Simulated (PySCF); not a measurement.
# C3H6BNSi: the cost of one run

The runs use PySCF 2.14.0, with density-fitted response routines of our own; the level of theory stands in each step. All values are computed, except where a source is named. Atoms are numbered from 0 throughout.

## Step 1: The starting structure

12 atoms, charge 0, multiplicity 1; geometry from: PBE0-D3(BJ)/def2-SVP.

Bonds of the start (Å): C0–C1 1.35, C1–B2 1.55, N3–C4 1.16, C4–Si5 1.86, Si5–C1 1.87, C0–H6 1.10, C0–H7 1.10, B2–H8 1.21, B2–H9 1.21, Si5–H10 1.49, Si5–H11 1.49.

The optimised geometry no longer has the bonds of the starting formula, so what follows describes that rearranged structure.

## Step 2: Shielding tensors: PBE0/pcSseg-1

Job settings and geometry (Å):

```
{"job": {"kind": "nmr", "xc": "PBE0", "basis": "pcSseg-1", "pop": false}, "charge": 0, "multiplicity": 1}
C     -0.295388    -1.731840    -3.015826
C     -0.315344    -0.806604    -2.031181
B     -0.924331    -1.187537    -0.655347
N     -1.912135     2.874352    -2.076110
C     -1.026588     2.131122    -2.169952
Si     0.372346     0.908035    -2.317729
H      0.114132    -1.539626    -4.016525
H     -0.698853    -2.738908    -2.849772
H     -1.373132    -2.299798    -0.493677
H     -0.953212    -0.398687     0.260830
H      1.367527     1.296233    -1.279989
H      0.944707     1.069325    -3.684656
```

Level: GIAO PBE0/pcSseg-1 NMR shielding, non-relativistic, gas phase.

The run is started by

```console
> OMP_NUM_THREADS=1 python probes_run.py task.json out
```

This one command runs all jobs of the session in turn.

Q: Estimate the wall time and peak memory of this first job on 1 thread of Arm Neoverse V1, shared host.

About 21 s, with a peak of 0.7 GiB.
